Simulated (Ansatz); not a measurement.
# NbTe (P-6m2) in Ansatz: settings compared, part 2 of 3

Ansatz 0.2.0. The steps go on from the part before.

**3. Relaxation of cell and atoms, PBEsol**

File input.yaml:

```yaml
crystal:
  lattice:
    - [3.7029743866, 0.0, 0.0]
    - [-1.8514871933, 3.2068698884, 0.0]
    - [0.0, 0.0, 3.694211]
  atoms:
    - { symbol: Te, position: [0.6666666667, 0.3333333333, 0.0] }
    - { symbol: Nb, position: [0.0, 0.0, 0.5] }
hamiltonian:
  xc: pbesol
  pseudopotentials: { kind: paw }
kpoints:
  mp_grid: { grid: [8, 8, 7] }
scf:
  occupations: { method: fermi_dirac, width: 0.05 }
output:
  forces: true
  stress: true
  eigenvalues: true
relax:
  f_tol: 0.01
  max_steps: 40
  cell: { stress_tol: 0.05 }
```

Potentials or basis: Ansatz PAW.

Started as:

```console
$ ansatz run input.yaml --threads 2 --pin off --max-ram 5632MiB --backend cpu --events-out ev --progress --plain --runs-dir out
```

The program printed:

```text
Warning: RAYON_NUM_THREADS=2 ignored (pool sized by the plan → 2); use --threads N
Engine: ansatz 0.2.0, aarch64-unknown-linux-gnu
Pseudopotentials: kind: paw
Pseudopotential: Te, paw, valence charge 16, recommended cutoff 420 eV (normal), Te.paw.azcp
Pseudopotential: Nb, paw, valence charge 13, recommended cutoff 420 eV (normal), Nb.paw.azcp
Functional definition: PBEsol
  exchange = pbesol_x
  correlation = pbesol_c
Crystal: 2 atoms, lattice volume = 43.869 Å³
Basis set: ecut = 420 eV, 865 PW (Γ), exchange–correlation on 50×50×50 points (8 copies of the dense FFT grid, shifted against one another)
Bands: 19, of which v1, the nominal top of the filled ones, is band 15 counted from 1 (14 counted from 0)
Symmetry: 12 space group operations
Space group: P-6m2 (ITA 187), of the structure as read, at distance tolerance 3.5e-5 Å
k-points: 40 of 448 (time reversal used)
Non-local potential: Te, projectors of the file, l = 0: 2, l = 1: 2, l = 2: 2, l = 3: 2
Non-local potential: Nb, projectors of the file, l = 0: 3, l = 1: 2, l = 2: 2, l = 3: 1
PAW form: soft (Blöchl's): semilocal exchange-correlation on the pseudo side does not see the compensation charge
PAW frozen core: Te, regenerated for the run's functional, and the local potential with it (the file was generated under x = pbe(κ = 0.804, μ = 0.2195149727645171), c = pbe(β = 0.06672455060314922))
PAW frozen core: Nb, regenerated for the run's functional, and the local potential with it (the file was generated under x = pbe(κ = 0.804, μ = 0.2195149727645171), c = pbe(β = 0.06672455060314922))
PAW one-centre angular grid: Te, 590 points (default); XC on 64 Gauss nodes
PAW one-centre angular grid: Nb, 590 points (default); XC on 64 Gauss nodes
Initial density: superposition of atomic densities (neutral atoms: chi_scale 0, normalization atom), corrected by the library's trained network
Initial wavefunctions: pseudopotential atomic-orbital guess
Functional: x = pbesol(κ = 0.804, μ = 0.12345679012345678), c = pbesol(β = 0.046)
SCF iter   1: F=—  HF=-11397.362521 eV  |F-HF|=—  |Δ(HF+E_count)|=         —  Δρ=7.33e-3  dr2=1.12e-2  ethr=1.77e-3  ⟨swp⟩=6.0  Hψ=3929  notcnv=0
preconditioner: auto → none  [metal: Δε(μ)=0.062 eV  Ē_g=7.578 eV  σ=0.050 eV  W_gap=0.28  n_scr=8 (ndim 8)  ℏωp=18.6 eV  f_vac=0.000  D(μ)=1.34/eV (n_scr^D=8)  sad-step TF]
SCF iter   2: F=—  HF=-11397.361241 eV  |F-HF|=—  |Δ(HF+E_count)|=   1.28e-3  Δρ=4.33e-3  dr2=4.57e-3  ethr=3.86e-5  ⟨swp⟩=1.3  Hψ=1102  notcnv=0
SCF iter   3: F=—  HF=-11397.360755 eV  |F-HF|=—  |Δ(HF+E_count)|=   4.85e-4  Δρ=2.92e-4  dr2=1.98e-5  ethr=1.57e-5  ⟨swp⟩=2.2  Hψ=1027  notcnv=0
SCF iter   4: F=—  HF=-11397.360738 eV  |F-HF|=—  |Δ(HF+E_count)|=   1.73e-5  Δρ=7.40e-5  dr2=2.90e-6  ethr=6.81e-8  ⟨swp⟩=2.0  Hψ=1348  notcnv=0
[... 77 lines left out ...]
SCF converged after 6 iterations
Free energy (F): -11397.393832 eV
Harris-Foulkes:  -11397.393832 eV  (|F-HF|=3.64e-12)
Internal energy: -11397.384013 eV  (E = F + TS)
E sigma→0 (E₀):  -11397.388923 eV
Entropy (-TS):   -0.009820 eV (-4.910 meV/atom)
Fermi energy:    16.643519 eV
--- Per-component energies (eV) ---
  E_band       = -257.993622
  E_kinetic    = 578.273601
  E_local      = -1662.525721  (includes V_loc(G=0)·N_el)
  E_nonlocal   = -184.023118
  E_hartree    = 909.894744
  E_xc         = -298.808285
  E_vxc        = -318.140472  (∫ρ·V_xc dr)
  E_paw        = -7604.371252  (= ΣΔE_a)
  E_vpaw       = -491.367226  (= ΣTr[D̂ρ^β])
  E_aug_tail   = -0.000171  (compensation charges beyond the density's cutoff)
  E_ewald      = -3136.387335
  E_core_change = 0.563524  (= ΣΔE_core)
  E_smearing   = -0.009820  (= −TS)
  E_closure    = 0.000000  (closes the sum)
  Σ components = -11397.393832   (vs F -11397.393832, Δ=0.00e0)
--- Forces (eV/Å), atoms counted from 1 ---
  atom   1  Te     0.00000000    -0.00000000     0.00000000
  atom   2  Nb     0.00000000    -0.00000000     0.00000000
  max |Σ_I F_I| component: 1.11e-16 eV/Å
--- Stress (GPa, compression-positive) ---
        0.022757       0.000000       0.000000
        0.000000       0.022757       0.000000
        0.000000       0.000000      -0.008392
  P = ⅓ Tr σ = 0.0124 GPa (0.124 kbar)
--- Band table (eV; the first three rows and the last of 40) ---
  k-point 0: bands = ["-38.7902", "-21.4346", "-21.4346", "-21.4233", "-21.4233", "-21.4224", "-15.0444", "-14.8166", "-14.8166", "2.0658", "13.4067", "13.4582", "13.4582", "14.1531", "16.7728", "16.7728", "19.2517", "19.2517", "19.7940"]
  k-point 1: bands = ["-38.7891", "-21.4343", "-21.4343", "-21.4246", "-21.4246", "-21.4198", "-15.0692", "-14.8141", "-14.8141", "2.2782", "12.0846", "13.5788", "13.5788", "14.9575", "16.3267", "16.3267", "19.4980", "19.4980", "20.2886"]
  k-point 2: bands = ["-38.7866", "-21.4333", "-21.4333", "-21.4277", "-21.4277", "-21.4139", "-15.1245", "-14.8086", "-14.8086", "2.8295", "10.2891", "13.8475", "13.8475", "15.7481", "15.7481", "16.0097", "19.2035", "19.2035", "21.0972"]
  k-point 39: bands = ["-38.7727", "-21.4394", "-21.4310", "-21.4266", "-21.4207", "-21.4003", "-15.1071", "-14.9385", "-14.8798", "4.3476", "10.1720", "10.7980", "11.9363", "15.3149", "17.8091", "18.4625", "19.0263", "19.2583", "20.2253"]
--- Relaxed structure (5 steps of the walk, 4 accepted, 1 SCFs on fresh bases) ---
  F+E_penalty+E_count = -11397.39383245 eV   max|allowed force component| = 1.850e-17 eV/Å   (the final SCF, on the basis selected at the relaxed cell)
  cell:  # Å, volume = 41.9221 Å³
    - [3.6298762600320122, 0.0, 0.0]
    - [-1.8149381300160061, 3.143565053781771, 0.0]
    - [0.0, 0.0, 3.6739123223302226]
  atoms:
    - { symbol: Te, position: [0.6666666666666667, 0.33333333333333337, 0.0] }
    - { symbol: Nb, position: [-2.775557561562892e-17, -5.1248110351025006e-33, 0.5] }
```

Wall time 12 s (2 threads of Arm Neoverse V1, shared host); peak memory 0.35 GiB.

What came out:

```yaml
Free_energy: -11397.3938 eV
Relaxed_volume: 20.96 Å³/atom
Relaxed_cell: a = 3.630 Å, b = 3.630 Å, c = 3.674 Å, α = 90.00°, β = 90.00°, γ = 120.00°
Space_group_after_relaxing_to_0.05_Å: P-6m2 (No. 187)
Energy_gained_by_relaxing: 16.5 meV/atom
Ionic_steps: 5
Pressure_after_relaxing: 0.0 GPa
Band_gap_on_the_k_mesh: none (metal or under the smearing width)
```

The path:
| step | energy change (eV) | largest force (eV/Å) | volume (Å³) |
| --- | --- | --- | --- |
| 1 | 0.0000 | 0.0000 | 43.87 |
| 2 | -0.0326 | 0.0000 | 42.19 |
| 3 | -0.0334 | 0.0000 | 41.90 |
| 4 | -0.0335 | 0.0000 | 41.92 |
| 5 | -0.0331 | 0.0000 | 41.92 |

Final structure:
```xyz
2
Lattice="3.6299 0.0000 0.0000 -1.8149 3.1436 0.0000 0.0000 0.0000 3.6739" Properties=species:S:1:pos:R:3 pbc="T T T"
Te    1.8149    1.0479    0.0000
Nb    0.0000    0.0000    1.8370
```

Caveat: the plane-wave basis is chosen anew once the cell has moved, so the energies of steps on either side of that aren't comparable; the PAW data sets come from PBE, with cores solved anew for the run's functional, which leaves a small shift of forces and pressure. The run has no spin-orbit coupling, so splittings on Te are missing.

**4. Relaxation of cell and atoms, PBEsol+D3(BJ)**

Edit input.yaml of step 3 so:

```diff
@@ -11,2 +11,3 @@
   pseudopotentials: { kind: paw }
+  dispersion: d3bj
 kpoints:
@@ -19,2 +20,6 @@
   eigenvalues: true
+  write_density: true
+  write_potential: true
+  elf: true
+  volumetric_format: npy
 relax:
```

Started as:

```console
$ ansatz run input.yaml --threads 2 --pin off --max-ram 5632MiB --backend cpu --events-out ev --progress --plain --runs-dir out
```

Run time: 13 s. Hardware: 2 threads of Arm Neoverse V1, shared host; peak memory 0.35 GiB.

Results (log left out):

```
Free energy                            : -11398.7322 eV
Relaxed volume                         : 20.15 Å³/atom
Relaxed cell                           : a = 3.568 Å, b = 3.568 Å, c = 3.655 Å, α = 90.00°, β = 90.00°, γ = 120.00°
Space group after relaxing (to 0.05 Å) : P-6m2 (No. 187)
Energy gained by relaxing              : 59.5 meV/atom
Ionic steps                            : 6
Pressure after relaxing                : 0.0 GPa
Band gap on the k mesh                 : none (metal or under the smearing width)
```

Step by step:
```tsv
step	energy change (eV)	largest force (eV/Å)	volume (Å³)
1	0.0000	0.0000	43.87
2	-0.0461	0.0000	38.10
3	-0.1165	0.0000	40.54
4	-0.1193	0.0000	40.40
5	-0.1196	0.0000	40.31
6	-0.1189	0.0000	40.31
```

Final structure:
```
Te Nb
1.0
     3.56844    0.00000    0.00000
    -1.78422    3.09036    0.00000
     0.00000    0.00000    3.65527
Te Nb
1 1
Direct
  0.66667 0.33333 0.00000
  0.00000 0.00000 0.50000
```

Levels at points of the mesh, in eV from the Fermi level:
| k point | band 11 | band 12 | band 13 | band 14 | band 15 | band 16 | band 17 | band 18 | band 19 |
| --- | --- | --- | --- | --- | --- | --- | --- | --- | --- |
| (0.00, 0.00, 0.00) | -3.44 | -3.21 | -3.21 | -2.60 | 0.13 | 0.13 | 2.77 | 2.77 | 3.47 |
| (0.00, -0.50, 0.00) | -7.74 | -4.29 | -3.01 | -2.52 | -0.26 | 1.46 | 1.86 | 3.21 | 4.05 |

Caveat: the plane-wave basis is chosen anew once the cell has moved, so the energies of steps on either side of that aren't comparable; pairwise dispersion overbinds metals, which lowers pressure and volume; the PAW data sets come from PBE, with cores solved anew for the run's functional, which leaves a small shift of forces and pressure. Spin-orbit coupling is left out, which matters for the levels of Te.

(Part 2 of 3 ends here.)
